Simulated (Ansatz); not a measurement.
Ba2Tl5V3O12:

```
CELL_PARAMETERS angstrom
10.97457 0.00000 0.00000
0.00000 10.97457 0.00000
0.00000 0.00000 6.60400
ATOMIC_POSITIONS crystal
Ba 0.00000 0.50000 0.00000
Ba 0.50000 0.00000 0.00000
V 0.50000 0.50000 0.00000
V 0.50000 0.00000 0.50000
V 0.00000 0.50000 0.50000
Tl 0.50000 0.50000 0.50000
Tl 0.71260 0.28740 0.40228
Tl 0.28740 0.71260 0.40228
Tl 0.71260 0.71260 0.59772
Tl 0.28740 0.28740 0.59772
O 0.41064 0.58936 0.15770
O 0.58936 0.41064 0.15770
O 0.58936 0.58936 0.84230
O 0.41064 0.41064 0.84230
O 0.58661 0.08570 0.33378
O 0.41339 0.08570 0.66622
O 0.58661 0.91430 0.66622
O 0.41339 0.91430 0.33378
O 0.08570 0.58661 0.33378
O 0.08570 0.41339 0.66622
O 0.91430 0.58661 0.66622
O 0.91430 0.41339 0.33378
```

The cell was built by a generator and needn't be a form met in nature.

| Property | Result |
| --- | --- |
| Program | Ansatz 0.2.0 |
| Task | relaxation of cell and atoms |
| Functional | PBEsol |
| Dispersion | D3(BJ) |
| Potentials or basis | Ansatz PAW |
| Cutoff | 420 eV (not typed: the program's choice for these potentials) |
| k mesh | 2 × 2 × 3 |
| Occupations | fermi-dirac, width 0.05 eV |
| Spin | collinear spin, ferromagnetic start |
| Starting moments | [0.0, 0.0, 2.0, 2.0, 2.0, 0.0, 0.0, 0.0, 0.0, 0.0, 0.0, 0.0, 0.0, 0.0, 0.0, 0.0, 0.0, 0.0, 0.0, 0.0, 0.0, 0.0] μB |

At the start: volume 36.15 Å³/atom.

Question: Where does the relaxation end?

Answer: It ends after 11 steps and the volume is 31.68 Å³/atom (-12.4 %); space group P-42m (No. 111, to 0.05 Å); moment 0.00 μB per cell.

Step by step:
| step | energy change (eV) | largest force (eV/Å) | volume (Å³) |
| --- | --- | --- | --- |
| 1 | 0.0000 | 0.3968 | 795.39 |
| 2 | -0.1205 | 0.3961 | 741.38 |
| 3 | -0.2935 | 0.1186 | 742.36 |
| 4 | -0.3604 | 0.2157 | 713.31 |
| 5 | -0.3889 | 0.1744 | 707.06 |
| 6 | -0.4079 | 0.0188 | 707.22 |
| 7 | -0.4068 | 0.0099 | 708.17 |
| 8 | -0.3446 | 0.0099 | 708.17 |
| 9 | -0.3647 | 0.0160 | 697.99 |
| 10 | -0.3662 | 0.0013 | 697.02 |
| 11 | -0.3523 | 0.0014 | 697.02 |

Final structure:
```xyz
22
Lattice="10.3541 0.0000 0.0000 0.0000 10.3541 0.0000 0.0000 0.0000 6.5016" Properties=species:S:1:pos:R:3 pbc="T T T"
Ba    0.0000    5.1771    0.0000
Ba    5.1771    0.0000    0.0000
V     5.1771    5.1771    0.0000
V     5.1771    0.0000    3.2508
V     0.0000    5.1771    3.2508
Tl    5.1771    5.1771    3.2508
Tl    7.3479    3.0062    2.8645
Tl    3.0062    7.3479    2.8645
Tl    7.3479    7.3479    3.6371
Tl    3.0062    3.0062    3.6371
O     4.2042    6.1500    1.0382
O     6.1500    4.2042    1.0382
O     6.1500    6.1500    5.4634
O     4.2042    4.2042    5.4634
O     6.1254    0.9252    2.1626
O     4.2287    0.9252    4.3390
O     6.1254    9.4289    4.3390
O     4.2287    9.4289    2.1626
O     0.9252    6.1254    2.1626
O     0.9252    4.2287    4.3390
O     9.4289    6.1254    4.3390
O     9.4289    4.2287    2.1626
```

Caveat: the plane-wave basis is chosen anew once the cell has moved, so the energies of steps on either side of that aren't comparable; the PAW data sets come from PBE, with cores solved anew for the run's functional, which leaves a small shift of forces and pressure; the starting moments weren't kept.
